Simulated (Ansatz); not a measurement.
Predict the output of the script below (Ansatz 0.2.0 through its Python package).

The script, `c2h8alfsi.py`:
```python
import itertools

import ansatz as az
from ase.data import atomic_numbers, covalent_radii
import numpy as np

mol = (
    az.Crystal.molecule()
    .atom("C", [-1.6316, -1.1833, 0.9835])
    .atom("Al", [0.3062, -1.1484, 0.9882])
    .atom("Si", [1.4523, 0.3881, -0.3787])
    .atom("C", [0.3369, 1.4462, -1.3122])
    .atom("F", [-0.5165, 2.1406, -0.4368])
    .atom("H", [-2.047, -0.1278, 1.2968])
    .atom("H", [-2.0124, -1.3429, -0.0533])
    .atom("H", [-2.0212, -1.9022, 1.6553])
    .atom("H", [1.1066, -2.1627, 1.9539])
    .atom("H", [2.327, 1.2507, 0.5026])
    .atom("H", [2.3226, -0.3498, -1.2928])
    .atom("H", [0.8311, 2.149, -1.9483])
    .atom("H", [-0.4336, 0.8077, -1.9434])
)

setup = (
    mol.calculation()
    .basis(gaussian="def2-SVP")
    .functional("PBE0")
    .accuracy("medium")
    .scf(lower_state_search="standard")
)
symbols = [site.symbol for site in mol.cartesian_sites]
start = np.array([site.position_ang for site in mol.cartesian_sites], dtype=float)
def progress(event):
    if event["event"] == "relax_step":
        row = event["data"]
        print(f"step {row['step']:3d}  E = {row['lagrangian_ev']:.6f} eV  largest force component {row['allowed_force_max_ev_ang']:.4f} eV/A")


rep = setup.relax(force_tolerance=0.02).session().plan().execute(on_event=progress).report
end = np.array(rep["positions_ang"])

print("reference energy %16.6f eV" % rep["reference_energy_ev"])
print("total energy     %16.6f eV" % rep["free_energy_ev"])
print("occupied orbitals outside the frozen core (up, down):", rep["n_occupied"], " frozen:", rep["n_frozen"], " virtual:", rep["n_virtual"])

radius = [covalent_radii[atomic_numbers[s]] for s in symbols]
span = lambda where, i, j: np.linalg.norm(where[i] - where[j])
bonded = [(i, j) for i, j in itertools.combinations(range(len(symbols)), 2) if min(span(start, i, j), span(end, i, j)) < 1.2 * (radius[i] + radius[j])]
print("pair        before    after (A)")
for i, j in bonded:
    print(f"{symbols[i]}{i}-{symbols[j]}{j}".ljust(10), f"{span(start, i, j):8.4f} {span(end, i, j):8.4f}")
for first, second in list(itertools.combinations(bonded, 2)):
    shared = set(first) & set(second)
    if shared and symbols[(j := shared.pop())] != "H":
        i, k = sorted((set(first) | set(second)) - {j})
        u, v = end[i] - end[j], end[k] - end[j]
        angle = np.degrees(np.arccos(np.clip(u @ v / np.linalg.norm(u) / np.linalg.norm(v), -1, 1)))
        print(f"final angle {symbols[i]}{i}-{symbols[j]}{j}-{symbols[k]}{k}: {angle:.2f} deg")
with open("c2h8alfsi_opt.xyz", "w") as handle:
    handle.write(f"{len(symbols)}\nrelaxed C2H8AlFSi\n")
    handle.writelines(f"{s:2s} {x:11.6f} {y:11.6f} {z:11.6f}\n" for s, (x, y, z) in zip(symbols, end))
```

```console
$ python c2h8alfsi.py
step   1  E = -19374.807230 eV  largest force component 4.1579 eV/A
step   2  E = -19375.243090 eV  largest force component 1.5047 eV/A
step   3  E = -19375.306089 eV  largest force component 0.2985 eV/A
step   4  E = -19375.315866 eV  largest force component 0.1607 eV/A
step   5  E = -19375.320120 eV  largest force component 0.0863 eV/A
step   6  E = -19375.321993 eV  largest force component 0.2701 eV/A
step   7  E = -19375.326028 eV  largest force component 0.1125 eV/A
step   8  E = -19375.330731 eV  largest force component 0.0247 eV/A
step   9  E = -19375.326997 eV  largest force component 0.3903 eV/A
step  10  E = -19375.332689 eV  largest force component 0.0939 eV/A
[... 35 cycles left out ...]
step  46  E = -19375.599744 eV  largest force component 0.4263 eV/A
step  47  E = -19375.607287 eV  largest force component 0.1056 eV/A
step  48  E = -19375.609982 eV  largest force component 0.1285 eV/A
step  49  E = -19375.611806 eV  largest force component 0.0478 eV/A
step  50  E = -19375.612220 eV  largest force component 0.0317 eV/A
step  51  E = -19375.613063 eV  largest force component 0.0414 eV/A
step  52  E = -19375.613472 eV  largest force component 0.0721 eV/A
step  53  E = -19375.613814 eV  largest force component 0.0402 eV/A
step  54  E = -19375.614022 eV  largest force component 0.0106 eV/A
step  55  E = -19375.614053 eV  largest force component 0.0111 eV/A
reference energy    -19375.614087 eV
total energy        -19375.614087 eV
occupied orbitals outside the frozen core (up, down): [28, 28]  frozen: 0  virtual: [90, 90]
pair        before    after (A)
C0-Al1       1.9381   1.9594
C0-H5        1.1768   1.1029
C0-H6        1.1160   1.1019
C0-H7        1.0583   1.1042
Al1-Si2      2.3543   2.4675
Al1-F4       3.6776   2.0602
Al1-H8       1.6131   1.5948
Si2-C3       1.7986   1.9401
Si2-H9       1.5119   1.4977
Si2-H10      1.4620   1.4986
C3-F4        1.4060   1.4709
C3-H11       1.0690   1.0984
C3-H12       1.1831   1.0984
final angle Al1-C0-H5: 111.81 deg
final angle Al1-C0-H6: 112.98 deg
final angle Al1-C0-H7: 109.99 deg
final angle C0-Al1-Si2: 119.99 deg
final angle C0-Al1-F4: 105.06 deg
final angle C0-Al1-H8: 121.88 deg
final angle H5-C0-H6: 107.94 deg
final angle H5-C0-H7: 106.79 deg
final angle H6-C0-H7: 107.02 deg
final angle Si2-Al1-F4: 71.92 deg
final angle Si2-Al1-H8: 116.83 deg
final angle Al1-Si2-C3: 79.35 deg
final angle Al1-Si2-H9: 123.98 deg
final angle Al1-Si2-H10: 123.65 deg
final angle F4-Al1-H8: 102.76 deg
final angle Al1-F4-C3: 106.04 deg
final angle C3-Si2-H9: 107.62 deg
final angle C3-Si2-H10: 107.45 deg
final angle Si2-C3-F4: 102.65 deg
final angle Si2-C3-H11: 116.42 deg
final angle Si2-C3-H12: 117.12 deg
final angle H9-Si2-H10: 107.40 deg
final angle F4-C3-H11: 104.57 deg
final angle F4-C3-H12: 104.51 deg
final angle H11-C3-H12: 109.71 deg
```

File `c2h8alfsi_opt.xyz` afterwards:
```text
13
relaxed C2H8AlFSi
C    -1.646853   -1.458134    0.791031
Al   -0.089948   -0.306248    1.088316
Si    1.611138   -0.050675   -0.680720
C     0.556417    1.552960   -0.963088
F    -0.500257    1.426533    0.052275
H    -2.543918   -1.075614    1.306224
H    -1.894287   -1.580136   -0.275763
H    -1.452685   -2.467192    1.195329
H     0.293774    0.233285    2.539189
H     3.024543    0.375079   -0.427580
H     1.599806   -0.827524   -1.962188
H     1.047817    2.508048   -0.733037
H     0.014852    1.634818   -1.915191
```

Notes:
- The settings weren't tested for convergence.
- The end point is the stationary point reached from this start; no frequency run checks that it is a minimum, and the basis set is modest.
- The bonding changed during the relaxation, so the end is another isomer than the start names.
- Timing: 6.2 min on 1 thread of Arm Neoverse V1, on a shared host, peak memory 0.35 GiB.

(Lines on the test bed's own set-up are left out of the output.)
